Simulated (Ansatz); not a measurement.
# FH4InOSSi: the cost of one run

Program: Ansatz 0.2.0, Gaussian basis. Level of theory: the settings change from run to run. These are calculated values, not measurements.

### 1 The relaxed structure

The structure was relaxed beforehand with PBE0-D4 in a triple-zeta def2 set. In takes a core potential in def2 sets; no spin-orbit term is included.

9 atoms, charge 0, spin multiplicity 1.

Atoms are counted from 1 here; the program's logs count them from 0.

Bond lengths: O1–In2 1.973 Å, O1–H6 0.961 Å, In2–S3 2.454 Å, In2–H7 1.693 Å, S3–Si4 2.088 Å, Si4–F5 1.639 Å, Si4–H8 1.480 Å, Si4–H9 1.480 Å. Angles: In2–O1–H6 111.6°, O1–In2–S3 109.3°, O1–In2–H7 124.4°, S3–In2–H7 125.6°, In2–S3–Si4 88.8°, S3–Si4–F5 105.3°, S3–Si4–H8 114.4°, S3–Si4–H9 113.7°, F5–Si4–H8 105.4°, F5–Si4–H9 106.4°, H8–Si4–H9 110.8°.

### 2 wB97X/ANO-RCC-VTZP

This run has atoms shaken by 0.08 Å.

Contents of in.yaml:

```yaml
crystal:
  periodic: [false, false, false]
  atoms:
    - {symbol: O, position_ang: [-0.348074, 2.661920, -0.636445]}
    - {symbol: In, position_ang: [0.604654, 1.379716, 0.301350]}
    - {symbol: S, position_ang: [-0.646762, -0.193469, 1.477999]}
    - {symbol: Si, position_ang: [-0.364509, -1.781330, 0.062163]}
    - {symbol: F, position_ang: [0.621520, -0.873526, -0.810283]}
    - {symbol: H, position_ang: [-1.297896, 2.424077, -0.634023]}
    - {symbol: H, position_ang: [2.483219, 1.504994, 0.564613]}
    - {symbol: H, position_ang: [0.596378, -2.754524, 0.516029]}
    - {symbol: H, position_ang: [-1.499587, -2.066420, -0.704527]}
basis:
  gaussian: {orbitals: ANO-RCC-VTZP}
hamiltonian: {xc: {name: wB97X}}
output: {forces: true}
```

Command:

```bash
$ ansatz run in.yaml --threads 4 --pin off --events-out ev --progress --plain --max-ram 10444MiB
```

**Question.** How long does this run take on 4 threads of Arm Neoverse V2, shared host, and how much memory does it need?

About 35 s, with a peak of 1.7 GiB.
